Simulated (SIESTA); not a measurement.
Crystal: SbS2.

```
Sb S
1.0
    -3.03071    3.03071    5.79760
     3.03071   -3.03071    5.79760
     3.03071    3.03071   -5.79760
Sb S
2 4
Direct
  0.00000 0.00000 0.00000
  0.75000 0.25000 0.50000
  0.64903 0.12500 0.02403
  0.37500 0.35097 0.47597
  0.10097 0.62500 0.97597
  0.87500 0.89903 0.52403
```

The cell comes from a database or a generator and needn't be the stable form of this composition.

Program: SIESTA 5.4.2. Alike in all runs: task band structure; level PBEsol; no spin polarisation; cell as given; k mesh 6 × 6 × 6; smearing fermi-dirac 0.05 eV; grid cutoff 500 Ry; energy shift 0.003 Ry. Hardware: 1 thread of Arm Neoverse V2 (shared host).

**Question.** Order these runs on this cell by their wall time, lowest first.
A. potentials or basis PseudoDojo 0.4 standard (PBEsol files), TZDP (energy shift 0.003 Ry; two zetas on semicore shells)
B. potentials or basis PseudoDojo 0.4 standard (PBEsol files), DZP (energy shift 0.003 Ry; two zetas on semicore shells)
C. potentials or basis PseudoDojo 0.4 standard (PBEsol files), DZ (energy shift 0.003 Ry; two zetas on semicore shells)

**Answer.** C (17 s), B (37 s), A (75 s).

Caveats: the basis has no polarisation orbitals (some runs).
